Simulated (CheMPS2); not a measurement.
# DMRG/STO-6G run of GeS (germanium sulfide)

Aim: the vertical electron affinity of GeS (germanium sulfide) at DMRG/STO-6G, from 2 runs. 

The results are computed with CheMPS2 1.8.12.

1 further run of the same task is left out (set aside as unsound or not needed).

## Step 1: Starting point

GeS: 2 atoms, total charge 0, spin state singlet. SMILES: `[S+]#[Ge-]`. The bond length is the measured one.

Bond lengths: S1–Ge2 2.012 Å.

## Step 2: The energy at DMRG/STO-6G

Contents of prepare.py:

```python
from pyscf import ao2mo, cc, dft, gto, mcscf, mp, scf
from pyscf.tools import fcidump

mol = gto.M(atom="""
S      0.000000     0.000000     0.000000
Ge     0.000000     0.000000     2.012086
""", basis="sto-6g", verbose=4)
print("basis functions               : %d" % (mol.nao))
mf = scf.RHF(mol)
mf.conv_tol = 1e-10
mf.max_cycle = 200
mf.kernel()
if not mf.converged:
    mf = mf.newton().run(mf.mo_coeff, mf.mo_occ)
print(f"reference energy              : {mf.e_tot:.10f}")
# single-reference ladder for comparison
ref = mf
pt = mp.MP2(ref, frozen=14).run()
mycc = cc.CCSD(ref, frozen=14)
mycc.max_cycle = 150
mycc.kernel()
print("MP2 total energy              : %.10f" % (pt.e_tot))
if mycc.converged:
    print(f"CCSD total energy             : {mycc.e_tot:.10f}")
    print(f"CCSD(T) total energy          : {mycc.e_tot + mycc.ccsd_t():.10f}")
    print(f"T1 diagnostic                 : {mycc.get_t1_diagnostic():.4f}")
# a few density functionals on the same geometry and basis
ks = dft.RKS(mol, xc="tpss").set(conv_tol=1e-9, verbose=3).run()
if ks.converged:
    print("E(TPSS)                       : %.8f" % (ks.e_tot))
ks = dft.RKS(mol, xc="b3lyp").set(conv_tol=1e-9, verbose=3).run()
if ks.converged:
    print("E(B3LYP)                      : %.8f" % (ks.e_tot))
ks = dft.RKS(mol, xc="revpbe").set(conv_tol=1e-9, verbose=3).run()
if ks.converged:
    print("E(revPBE)                     : %.8f" % (ks.e_tot))
# rotate to MP2 natural orbitals
occ_no, mo = mcscf.addons.make_natural_orbitals(mp.MP2(mf, frozen=14).run())
mf.mo_coeff = mo
# FCIDUMP for the DMRG program
cas = mcscf.CASCI(mf, 13, 20)
h1, ecore = cas.get_h1eff()
fcidump.from_integrals("FCIDUMP", h1, cas.get_h2eff(), 13, 20, nuc=ecore, ms=0)
# exact diagonalisation in the same space
ci = mcscf.CASCI(mf, 13, (10, 10))
ci.fix_spin_(ss=0)
ci.fcisolver.conv_tol = 1e-10
ci.fcisolver.max_cycle = 200
ci.kernel()
print("E(FCI)                        : %.10f" % (ci.e_tot))
```

Contents of chemps2.input:

```
FCIDUMP = FCIDUMP
GROUP = 0
MULTIPLICITY = 1
NELECTRONS = 20
IRREP = 0
EXCITATION = 0
SWEEP_STATES = 50, 75, 100, 100
SWEEP_ENERGY_CONV = 1e-05, 1e-05, 1e-05, 1e-07
SWEEP_MAX_SWEEPS = 3, 3, 2, 6
SWEEP_NOISE_PREFAC = 0.05, 0.05, 0.005, 0.0
SWEEP_DVDSON_RTOL = 3e-05, 3e-05, 3e-05, 3e-06
NOCC = 0
NACT = 13
NVIR = 0
MOLCAS_FIEDLER = TRUE
PRINT_CORR = TRUE
TMP_FOLDER = .
```

On the command line:

```
$ python prepare.py && chemps2 --file=chemps2.input
```

What it wrote:

```text
$ python prepare.py

[INPUT] verbose = 4
[INPUT] num. atoms = 2
[INPUT] num. electrons = 48
[INPUT] charge = 0
[INPUT] spin (= nelec alpha-beta = 2S) = 0
[INPUT] symmetry False subgroup None
[INPUT] Mole.unit = angstrom
[INPUT] Symbol           X                Y                Z      unit          X                Y                Z       unit  Magmom
[INPUT]  1 S      0.000000000000   0.000000000000   0.000000000000 AA    0.000000000000   0.000000000000   0.000000000000 Bohr   0.0
[INPUT]  2 Ge     0.000000000000   0.000000000000   2.012086000000 AA    0.000000000000   0.000000000000   3.802291479072 Bohr   0.0

nuclear repulsion = 134.655641951209
number of shells = 13
number of NR pGTOs = 162
number of NR cGTOs = 27
basis = sto-6g
ecp = {}
CPU time:         0.27
basis functions               : 27

[... 79 lines left out ...]
MP2 total energy              : -2460.5129726350
[... 35 lines left out ...]
converged SCF energy = -2462.15359307055
[... 124 lines left out ...]
***     Minimum energy           = -2460.52315632986
[... 15 lines left out ...]
***     Maximum discarded weight = 9.66758637889739e-07
[... 22 lines left out ...]
***     Maximum discarded weight during the last sweep     = 9.88941230087203e-07
[... 21 lines left out ...]
***     Maximum discarded weight during the last sweep     = 2.53631836622462e-07
[... 21 lines left out ...]
***     Maximum discarded weight during the last sweep     = 3.79255932059864e-08
[... 21 lines left out ...]
***     Maximum discarded weight during the last sweep     = 4.11705292688736e-08
[... 97 lines left out ...]
--------------------------------------------------------
Two-orbital mutual information = 0.5 * ( s1(i) + s1(j) - s2(i,j) ) * ( 1 - delta(i,j) )
Hamiltonian index order is used!

   Columns 1 to 8

    0           0.000119    0.000029    0.000029    0.000035    0.000013    0.000073    0.000022
    0.000119    0           0.000029    0.000029    0.000035    0.000013    0.000073    0.000022
    0.000029    0.000029    0           0.000071    0.000175    0.000011    0.000027    0.000021
[... 9 lines of this table left out ...]
    0.000022    0.000022    0.000118    0.000118    0.001030    0.002626    0.006885    0.094121

   Columns 9 to 13

    0.000022    0.000022    0.000112    0.000112    0.000022
    0.000022    0.000022    0.000109    0.000109    0.000022
    0.000084    0.000060    0.000259    0.000117    0.000118
[... 9 lines of this table left out ...]
    0.012282    0.012282    0.013002    0.013002    0

--------------------------------------------------------
```

It took 9.3 s on 1 thread of AMD EPYC 9R45 (Zen 5), shared host; peak memory 0.18 GiB.

## Step 3: The doublet anion: the energy at DMRG/STO-6G

Contents of prepare.py:

```python
from pyscf import ao2mo, cc, dft, gto, mcscf, mp, scf
from pyscf.tools import fcidump

geom = """
S      0.000000     0.000000     0.000000
Ge     0.000000     0.000000     2.012086
"""
mol = gto.M(
    atom=geom,
    basis="sto-6g",
    charge=-1,
    spin=1,
    verbose=3,
)
print("basis functions: %d" % (mol.nao))
mf = scf.ROHF(mol)
mf.conv_tol = 1e-10
mf.max_cycle = 200
mf.kernel()
if not mf.converged:
    mf = mf.newton().run(mf.mo_coeff, mf.mo_occ)
print(f"E(SCF): {mf.e_tot:.10f}")
# MP2, CCSD and CCSD(T) with the same frozen core
ref = scf.UHF(mol).run(mf.make_rdm1(), conv_tol=1e-10)
pt = mp.MP2(ref, frozen=14).run()
mycc = cc.CCSD(ref, frozen=14)
mycc.max_cycle = 150
mycc.kernel()
print(f"MP2 total energy: {pt.e_tot:.10f}")
if mycc.converged:
    print(f"CCSD total energy: {mycc.e_tot:.10f}")
    print("E(CCSD(T)): %.10f" % (mycc.e_tot + mycc.ccsd_t()))
# a few density functionals on the same geometry and basis
ks = dft.UKS(mol, xc="tpss").set(conv_tol=1e-9, verbose=3).run(mf.make_rdm1())
if ks.converged:
    print(f"E(TPSS): {ks.e_tot:.8f}")
ks = dft.UKS(mol, xc="b3lyp").set(conv_tol=1e-9, verbose=3).run(mf.make_rdm1())
if ks.converged:
    print("E(B3LYP): %.8f" % (ks.e_tot))
ks = dft.UKS(mol, xc="revpbe").set(conv_tol=1e-9, verbose=3).run(mf.make_rdm1())
if ks.converged:
    print(f"E(revPBE): {ks.e_tot:.8f}")
# CCSD natural orbitals
occ_no, mo = mcscf.addons.make_natural_orbitals(cc.CCSD(mf.to_uhf(), frozen=14).run())
mf.mo_coeff = mo
# FCIDUMP for the DMRG program
cas = mcscf.CASCI(mf, 13, 21)
h1, ecore = cas.get_h1eff()
fcidump.from_integrals("FCIDUMP", h1, cas.get_h2eff(), 13, 21, nuc=ecore, ms=1)
# exact diagonalisation in the same space
ci = mcscf.CASCI(mf, 13, (11, 10))
ci.fix_spin_(ss=0.75)
ci.fcisolver.conv_tol = 1e-10
ci.fcisolver.max_cycle = 200
ci.kernel()
print(f"exact diagonalisation: {ci.e_tot:.10f}")
```

Contents of chemps2.input:

```
FCIDUMP = FCIDUMP
GROUP = 0
MULTIPLICITY = 2
NELECTRONS = 21
IRREP = 0
EXCITATION = 0
SWEEP_STATES = 50, 100, 100
SWEEP_ENERGY_CONV = 1e-04, 1e-04, 1e-06
SWEEP_MAX_SWEEPS = 3, 2, 6
SWEEP_NOISE_PREFAC = 0.05, 0.005, 0.0
SWEEP_DVDSON_RTOL = 1e-04, 1e-04, 1e-05
NOCC = 0
NACT = 13
NVIR = 0
MOLCAS_FIEDLER = TRUE
PRINT_CORR = TRUE
TMP_FOLDER = .
```

On the command line:

```
$ python prepare.py && chemps2 --file=chemps2.input
```

What it wrote:

```text
$ python prepare.py
basis functions: 27
converged SCF energy = -2460.22188252516
E(SCF): -2460.2218825252
converged SCF energy = -2460.22576121204  <S^2> = 1.0519006  2S+1 = 2.2820172
E(UMP2) = -2460.26561775061  E_corr = -0.0398565385696838
E(SCS-UMP2) = -2460.26568512557  E_corr = -0.0399239135309078
E(UCCSD) = -2460.287152672365  E_corr = -0.06139146032689381
MP2 total energy: -2460.2656177506
CCSD total energy: -2460.2871526724
UCCSD(T) correction = -0.00238446964880532
E(CCSD(T)): -2460.2895371420

WARN: HOMO 0.408014020603734 >= LUMO 0.408474783700273

WARN: HOMO 0.372700828621427 >= LUMO 0.372793109105358

SCF not converged.
SCF energy = -2462.25808507899 after 50 cycles  <S^2> = 0.92167235  2S+1 = 2.1648763
converged SCF energy = -2462.2034600062  <S^2> = 0.79142832  2S+1 = 2.0410079
E(B3LYP): -2462.20346001

WARN: HOMO 0.416951530540805 >= LUMO 0.417278881635402

SCF not converged.
[... 66 lines left out ...]
***     Minimum energy           = -2460.29092963496
[... 28 lines left out ...]
***     Maximum discarded weight = 1.26066479068319e-07
[... 13 lines left out ...]
***     Minimum energy           = -2460.29127412082
[... 14 lines left out ...]
***     Minimum energy           = -2460.29127543884
[... 7 lines left out ...]
***     Maximum discarded weight = 3.9697069025544e-10
[... 14 lines left out ...]
***     Maximum discarded weight = 3.56037165832667e-10
[... 14 lines left out ...]
***     Maximum discarded weight during the last sweep     = 3.09637231268638e-10
[... 97 lines left out ...]
--------------------------------------------------------
Two-orbital mutual information = 0.5 * ( s1(i) + s1(j) - s2(i,j) ) * ( 1 - delta(i,j) )
Hamiltonian index order is used!

   Columns 1 to 8

    0           0.000092    0.000036    0.000016    0.000027    0.000012    0.000092    0.000032
    0.000092    0           0.000024    0.000031    0.000023    0.000010    0.000041    0.000030
    0.000036    0.000024    0           0.000053    0.000288    0.000021    0.000070    0.000447
[... 9 lines of this table left out ...]
    0.000051    0.000032    0.000174    0.000112    0.001347    0.002087    0.010056    0.013016

   Columns 9 to 13

    0.000026    0.000015    0.000122    0.000024    0.000051
    0.000016    0.000015    0.000112    0.000050    0.000032
    0.000044    0.000031    0.002059    0.000118    0.000174
[... 9 lines of this table left out ...]
    0.071736    0.006521    0.013814    0.005094    0

--------------------------------------------------------
```

Run time: 16 s. Hardware: 1 thread of AMD EPYC 9R45 (Zen 5), shared host; peak memory 0.18 GiB.

## Step 4: Results

Level: DMRG/STO-6G, 14 core orbitals frozen.

```
                                          quantity           value
                  run 1, DMRG/STO-6G: total energy  -2460.52320 Eh
run 1, DMRG/STO-6G: T1 diagnostic of the CCSD step           0.029
                       doublet anion: total energy  -2460.29128 Eh
 vertical electron affinity (to the doublet anion)       -6.311 eV
```

**Reading.** The anion lies 6.31 eV (146 kcal/mol) above the neutral: the electron isn't bound at this level, and such a value depends on the basis. Without diffuse functions anions come out too high. In a minimal basis such a difference can be off by several eV, whatever the method. The T1 diagnostic (run 1, DMRG/STO-6G) of 0.029 is above the customary mark for such species, so a single reference may not serve.
